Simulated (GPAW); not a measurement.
# SnO2 (P4_2/mnm) in GPAW: band structure with r2SCAN

Aim: the band structure of SnO2 with r2SCAN.

Program: GPAW 26.7.0. These are calculated values, not measurements. Logs are shortened: lines on timing, memory, paths and dates and some standing lists are left out, and cuts for length are marked. The log counts tension as positive stress, the text compression.

## 1. The crystal as given

It takes space group P4_2/mnm (No. 136, tetragonal). The conventional cell has a = 4.738 Å, b = 4.738 Å, c = 3.187 Å, α = 90.00°, β = 90.00°, γ = 90.00°. Sn (site symmetry mmm) has 6 O at 2.05 to 2.06 Å as nearest neighbours. O (site symmetry m2m) is surrounded by 3 Sn at 2.05 to 2.06 Å.

## 2. Band structure, r2SCAN

Input file run.py:

```python
from ase import Atoms
from ase.dft.bandgap import bandgap
from ase.io import write
from ase.units import GPa
from gpaw import GPAW, PW

atoms = Atoms(['Sn', 'Sn', 'O', 'O', 'O', 'O'],
              cell=[[4.738, 0.0, 0.0],
                    [0.0, 4.738, 0.0],
                    [0.0, 0.0, 3.1865]],
              scaled_positions=[[0.0, 0.0, 0.0],
                                [0.5, 0.5, 0.5],
                                [0.3071, 0.3071, 0.0],
                                [0.1929, 0.8071, 0.5],
                                [0.6929, 0.6929, 0.0],
                                [0.8071, 0.1929, 0.5]],
              pbc=True)

calc = GPAW(mode=PW(600),
            xc='MGGA_X_R2SCAN+MGGA_C_R2SCAN',
            kpts={'size': (6, 6, 8), 'gamma': True},
            occupations={'name': 'fermi-dirac', 'width': 0.05},
            nbands=43,
            convergence={'density': 1e-05, 'energy': 1e-05},
            maxiter=150,
            txt='gpaw.txt')
atoms.calc = calc
energy = atoms.get_potential_energy()
forces = atoms.get_forces()
stress = atoms.get_stress()
calc.write('gs.gpw')
write('result.traj', atoms)
print(f'Energy: {energy:.6f} eV')
print('Forces (eV/A):')
print(forces.round(4))
print('Stress (GPa):', (stress / GPa).round(3))
print('Fermi level:', round(calc.get_fermi_level(), 4), 'eV')
print(f'Gap: {bandgap(calc)[0]:.4f} eV, direct: {bandgap(calc, direct=True)[0]:.4f} eV')

path = atoms.cell.bandpath('GXMGZRAZ,XR,MA', npoints=80, eps=1e-4)
bs_calc = calc.fixed_density(kpts=path, symmetry='off', nbands=62,
                             convergence={'bands': 'CBM+6.0', 'eigenstates': 1e-6}, txt='bands.txt')
bs = bs_calc.band_structure()
bs.write('bs.json')
print(f'Gap on the path: {bandgap(bs_calc)[0]:.4f} eV')
```

Potentials or basis: GPAW PAW data sets (gpaw-data 1.2.1), pw.

The run is started by

```
> OMP_NUM_THREADS=1 python run.py
```

gpaw.txt:

```text
__  _  _
 | _ |_)|_||  |
 |__||  | ||/\| - 26.7.0

Input parameters:
  mode=PW(ecut=600.0),
  convergence={'density': 1e-05, 'energy': 1e-05},
  kpts=MonkhorstPack(size=(6, 6, 8), gamma=True),
  maxiter=150,
  nbands=43,
  occupations=Occupations(name='fermi-dirac', width=0.05),
  xc=XC(name='MGGA_X_R2SCAN+MGGA_C_R2SCAN')

Diagonalizing LCAO Hamiltonian
Converting LCAO to pw mode
    .-----------.
   /|           |
  / |           |
 *  | O         |
 |  .---Sn-O----.
 | /       O   /
 |/   O       /
 Sn----------*

Atoms  # Å, Bohr magnetons
|   | symbol |        x |        y |        z |    initial magnetic moments |
|---|--------|----------|----------|----------|-----------------------------|
| 0 |     Sn | 0.000000 | 0.000000 | 0.000000 | ( 0.0000,  0.0000,  0.0000) |
| 1 |     Sn | 2.369000 | 2.369000 | 1.593250 | ( 0.0000,  0.0000,  0.0000) |
| 2 |      O | 1.455040 | 1.455040 | 0.000000 | ( 0.0000,  0.0000,  0.0000) |
| 3 |      O | 0.913960 | 3.824040 | 1.593250 | ( 0.0000,  0.0000,  0.0000) |
| 4 |      O | 3.282960 | 3.282960 | 0.000000 | ( 0.0000,  0.0000,  0.0000) |
| 5 |      O | 3.824040 | 0.913960 | 1.593250 | ( 0.0000,  0.0000,  0.0000) |

Unit cell  # Å
| periodic |        x |        y |        z |  lengths |    angles |
|----------|----------|----------|----------|----------|-----------|
|      yes | 4.738000 | 0.000000 | 0.000000 | 4.738000 | 90.000000 |
|      yes | 0.000000 | 4.738000 | 0.000000 | 4.738000 | 90.000000 |
|      yes | 0.000000 | 0.000000 | 3.186500 | 3.186500 | 90.000000 |

Number of symmetries: 8
Symmetry operations  # r_c * U_cc + t_c -> r_c
|   | kind |            matrix            |
|---|------|------------------------------|
| 0 |  E   |  1, 0, 0,  0, 1, 0,  0, 0, 1 |
| 1 |  σ   |  1, 0, 0,  0, 1, 0,  0, 0,-1 |
| 2 |  σ   |  0, 1, 0,  1, 0, 0,  0, 0, 1 |
| 3 |  C2  |  0, 1, 0,  1, 0, 0,  0, 0,-1 |
| 4 |  σ   |  0,-1, 0, -1, 0, 0,  0, 0, 1 |
| 5 |  C2  |  0,-1, 0, -1, 0, 0,  0, 0,-1 |
| 6 |  C2  | -1, 0, 0,  0,-1, 0,  0, 0, 1 |
| 7 |  i   | -1, 0, 0,  0,-1, 0,  0, 0,-1 |

BZ-sampling:
  Number of BZ points: 288
  Number of IBZ points: 65

  Monkhorst-Pack size: [6, 6, 8]
  Monkhorst-Pack shift: [0.08333333333333333, 0.08333333333333333, 0.0625]

K-points  # in reciprocal-cell coordinates
|     |                                coordinates |     weight |
|-----|--------------------------------------------|------------|
|   0 | (  0.00000000,   0.00000000,   0.00000000) | 0.00347222 |
|   1 | (  0.00000000,   0.00000000,   0.12500000) | 0.00694444 |
|   2 | (  0.00000000,   0.00000000,   0.25000000) | 0.00694444 |
|   3 | (  0.00000000,   0.00000000,   0.37500000) | 0.00694444 |
|   4 | (  0.00000000,   0.00000000,   0.50000000) | 0.00347222 |
|   5 | (  0.16666667,  -0.16666667,   0.00000000) | 0.00694444 |
|   6 | (  0.16666667,  -0.16666667,   0.12500000) | 0.01388889 |
|   7 | (  0.16666667,  -0.16666667,   0.25000000) | 0.01388889 |
|   8 | (  0.16666667,  -0.16666667,   0.37500000) | 0.01388889 |
|   9 | (  0.16666667,  -0.16666667,   0.50000000) | 0.00694444 |
| ... |                                            |            |
|  64 | (  0.50000000,   0.50000000,   0.50000000) | 0.00347222 |

Plane wave coefficients: 2409
Cutoff: 600.0 eV

Spin-components: 1 (collinear spins)
Bands:           43
Projectors:      32
Spin-degeneracy: 2
Datatype:        complex128

Parallelization:
  kpt:    1
  domain: 1
  band:   1

Density:
  Valence electrons: 52.0
  Components: 1
  Grid points: [27 27 20]
  Charge: 0.0  # |e|

Potential:
  Grid points: [27 27 20]

species:
  Sn:
    name:    Tin
    Z:       50.0
    valence: 14
    core:    36
    charge:  0.0  # [|e|]
    compensation charges:
      type: gauss
      rc: 0.38  # [Å]
      lmax: 2
    cutoffs:
      filter: 2.23  # [Å]
      core: 2.35  # [Å]
    projectors
    | kind |    occ | energy [eV] | rcut [Å] |
    |------|--------|-------------|----------|
    |   5s |  2.000 |     -10.538 |    1.201 |
    |   5p |  2.000 |      -3.696 |    1.270 |
    |   4d | 10.000 |     -25.845 |    1.185 |
    |    s |        |      16.674 |    1.201 |
    |    p |        |      23.515 |    1.270 |
    |    d |        |       1.367 |    1.185 |

    Using partial waves for Sn as LCAO basis

  O:
    name:    Oxygen
    Z:       8.0
    valence: 6
    core:    2
    charge:  0.0  # [|e|]
    compensation charges:
      type: gauss
      rc: 0.21  # [Å]
      lmax: 2
    cutoffs:
      filter: 1.17  # [Å]
      core: 0.83  # [Å]
    projectors
    | kind |    occ | energy [eV] | rcut [Å] |
    |------|--------|-------------|----------|
    |   2s |  2.000 |     -23.961 |    0.688 |
    |   2p |  4.000 |      -9.029 |    0.598 |
    |    s |        |       3.251 |    0.688 |
    |    p |        |      18.182 |    0.598 |
    |    d |        |       0.000 |    0.619 |

    Using partial waves for O as LCAO basis

Reference energy: -344184.795819  # eV

eigensolver:
  PPCG
  Converge bands: occupied
  niter=2

density mixing:
  MSR1-Mixer
  Pratt-step length: 0.05
  Maximum mixing coefficient: 0.75
  Old densities: 10
  SVD Regularization: 0.005
  Good broyden scale: 1.0
  Trust region scale: 1.0
  Backstep threshold: 4.0
  History deletion threshold: 6.0
  Fourier metric: weight=20.0, sigma=0.015

occupation numbers:
  Fermi-Dirac:
    width: 0.0500  # eV

poisson solver:
  ecut: 4800.0  # eV

xc functional:
  name: MGGA_X_R2SCAN+MGGA_C_R2SCAN with 2 nearest neighbor stencil

convergence criteria:
[... 6 lines left out ...]
|iter     | |      energy | eigst |  dens |
|---------|-|-------------|-------|-------|
|iter:   1| |  -92.218463 | +0.39 |       |
|iter:   2| |  -76.692794 | -1.17 | -0.88 |
|iter:   3| |  -73.430093 | -0.32 | -0.91 |
|iter:   4| |  -73.326657 | -1.87 | -1.50 |
|iter:   5| |  -73.368353 | -2.66 | -1.79 |
|iter:   6| |  -73.368592 | -4.35 | -2.85 |
|iter:   7| |  -73.368536c| -5.13 | -3.13 |
|iter:   8| |  -73.368589c| -5.87 | -3.42 |
|iter:   9| |  -73.368589c| -7.40c| -4.23 |
|iter:  10| |  -73.368589c| -8.06c| -5.00 |
|iter:  11| |  -73.368589c| -8.78c| -5.60c|

Converged in 11 steps
Energy contributions relative to reference atoms: (reference = -344184.795819)

Energy contributions:
  Kinetic:          85.071494
  Coulomb:         -72.956972
  Zero:             -0.359260
  External:          0.000000
  Xc:              -85.123850
  Entropy:          -0.000000
  Spinorbit:         0.000000
  ----------------------------
  Free energy:     -73.368589
  Extrapolated:    -73.368589

dipole moment: (-15.352857, -15.352857, -28.215809)  # |e|*Ang

Fermi level: 6.654
Eigenvalues  # (at kpt = [0.000, 0.000, 0.000])
| band index |      eig [eV] | occ [0-2] |
|------------|---------------|-----------|
|          0 |       -16.119 |     2.000 |
|        ... |               |           |
|         18 |         2.476 |     2.000 |
|         19 |         3.616 |     2.000 |
|         20 |         3.757 |     2.000 |
|         21 |         4.462 |     2.000 |
|         22 |         4.464 |     2.000 |
|         23 |         4.863 |     2.000 |
[... 8 lines left out ...]
|         32 |        18.881 |     0.000 |
|         33 |        18.883 |     0.000 |
|        ... |               |           |
|         42 |        26.707 |     0.000 |

Gap: 2.010 eV
Transition (v -> c):
  (s=0, k=0, n=25, [0.00, 0.00, 0.00]) -> (s=0, k=0, n=26, [0.00, 0.00, 0.00])
No difference between direct/indirect transitions

Forces  # eV/Ang
|        x |        y |       z |
|----------|----------|---------|
| -0.00000 |  0.00000 | 0.00000 |  # Sn   0
|  0.00000 | -0.00000 | 0.00000 |  # Sn   1
| -0.27843 | -0.27843 | 0.00000 |  # O    2
|  0.02633 | -0.02633 | 0.00000 |  # O    3
|  0.27843 |  0.27843 | 0.00000 |  # O    4
| -0.02633 |  0.02633 | 0.00000 |  # O    5

Stress tensor  # eV/Ang^3
|         x |         y |        z |
|-----------|-----------|----------|
|  0.017558 | -0.000101 | 0.000000 |
| -0.000101 |  0.017558 | 0.000000 |
|  0.000000 |  0.000000 | 0.014824 |

# Writing to gs.gpw (mode='')
```

Run time: 18 min. Hardware: 1 thread of AMD EPYC, shared host; peak memory 0.68 GiB.

Results:

* Free energy: -73.3686 eV
* Pressure: -2.7 GPa
* Largest force: 0.394 eV/Å
* Band gap on the k mesh: 2.01 eV, direct
* Band gap along the path: 2.01 eV, direct

Forces on the atoms (eV/Å):
```
Sn   0.000  0.000  0.000
Sn   0.000  0.000  0.000
O   -0.278 -0.278  0.000
O    0.026 -0.026  0.000
O    0.278  0.278  0.000
O   -0.026  0.026  0.000
```

Stress tensor (GPa, compression positive):
```
-2.81  0.02  0.00
 0.02 -2.81  0.00
 0.00  0.00 -2.38
```

Levels at the corners of the path, in eV from the valence-band top:
```csv
point,band 24,band 25,band 26,band 27,band 28,band 29
Γ,-0.77,-0.77,0.00,2.01,6.94,7.16
X,-1.12,-0.62,-0.62,5.19,5.19,7.89
M,-1.25,-0.92,-0.92,5.61,5.61,8.33
Γ,-0.77,-0.77,0.00,2.01,6.94,7.16
Z,-1.68,-1.28,-1.28,7.12,7.12,10.69
R,-1.12,-0.64,-0.64,7.39,7.39,9.01
A,-0.97,-0.85,-0.85,5.79,5.79,9.73
Z,-1.68,-1.28,-1.28,7.12,7.12,10.69
X,-1.12,-0.62,-0.62,5.19,5.19,7.89
R,-1.12,-0.64,-0.64,7.39,7.39,9.01
M,-1.25,-0.92,-0.92,5.61,5.61,8.33
A,-0.97,-0.85,-0.85,5.79,5.79,9.73
```

Caveat: the cutoff is short for stress and forces, so pressures can be off by a GPa or more; the PAW data sets were made with another functional, which shifts forces and pressure a little; spin-orbit coupling is left out, which moves the levels of the heavy elements.
